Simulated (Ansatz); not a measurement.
# CH11N3Si2: the cost of one run

Program: Ansatz 0.2.0. Level of theory: RKS PBE0/6-31G. These are calculated values, not measurements.

## (1) Starting point

Bond lengths (14 of 16 bonds, heavy atoms first): C1–Si2 1.826 Å, Si2–Si3 2.292 Å, Si3–N4 1.723 Å, Si3–N5 1.666 Å, Si3–N6 1.644 Å, C1–H7 1.132 Å, C1–H8 1.046 Å, C1–H9 1.133 Å, Si2–H10 1.493 Å, Si2–H11 1.502 Å, N4–H12 0.968 Å, N4–H13 1.044 Å, N5–H14 0.983 Å, N5–H15 1.024 Å. Angles (14 of 27 angles, heavy atoms first): C1–Si2–Si3 111.0°, Si2–Si3–N4 117.6°, Si2–Si3–N5 119.8°, Si2–Si3–N6 121.6°, N4–Si3–N5 96.2°, N4–Si3–N6 98.8°, N5–Si3–N6 97.8°, C1–Si2–H10 109.2°, C1–Si2–H11 109.1°, Si3–Si2–H10 110.6°, Si3–Si2–H11 109.8°, Si2–C1–H7 110.1°, Si2–C1–H8 114.2°, Si2–C1–H9 108.2°.

The coordinates stand in the first input below.

## (2) End point A

Input file input.yaml:

```yaml
crystal:
  periodic: [false, false, false]
  atoms:
    - { symbol: C, position_ang: [0.1912, -1.8634, -1.864] }
    - { symbol: Si, position_ang: [0.8983, -1.3687, -0.2545] }
    - { symbol: Si, position_ang: [-0.0971, 0.5424, 0.528] }
    - { symbol: "N", position_ang: [0.5761, 1.2729, 1.9353] }
    - { symbol: "N", position_ang: [-0.0944, 1.9202, -0.4086] }
    - { symbol: "N", position_ang: [-1.6816, 0.5706, 0.9637] }
    - { symbol: H, position_ang: [0.3131, -1.0264, -2.6159] }
    - { symbol: H, position_ang: [0.6311, -2.7158, -2.2818] }
    - { symbol: H, position_ang: [-0.9291, -1.9785, -1.7371] }
    - { symbol: H, position_ang: [2.3709, -1.172, -0.4036] }
    - { symbol: H, position_ang: [0.7041, -2.4842, 0.7326] }
    - { symbol: H, position_ang: [1.5076, 1.0479, 2.0729] }
    - { symbol: H, position_ang: [0.4585, 2.2882, 1.7217] }
    - { symbol: H, position_ang: [-0.2494, 1.6829, -1.3501] }
    - { symbol: H, position_ang: [-0.9757, 2.3727, -0.1513] }
    - { symbol: H, position_ang: [-1.7306, 1.2268, 1.7771] }
    - { symbol: H, position_ang: [-1.912, -0.316, 1.3758] }
basis:
  gaussian: { orbitals: "6-31G" }
hamiltonian:
  xc: pbe0
relax:
  f_tol: 0.015
  max_steps: 40
```

The run is started by

```sh
> ansatz run input.yaml --threads 1 --pin off --max-ram 2048MiB --backend cpu --events-out ev --progress --plain --runs-dir out
```

Q: Estimate wall time and peak memory on 1 thread of Arm Neoverse V2, shared host.

About 3.4 min, with a peak of 0.23 GiB.
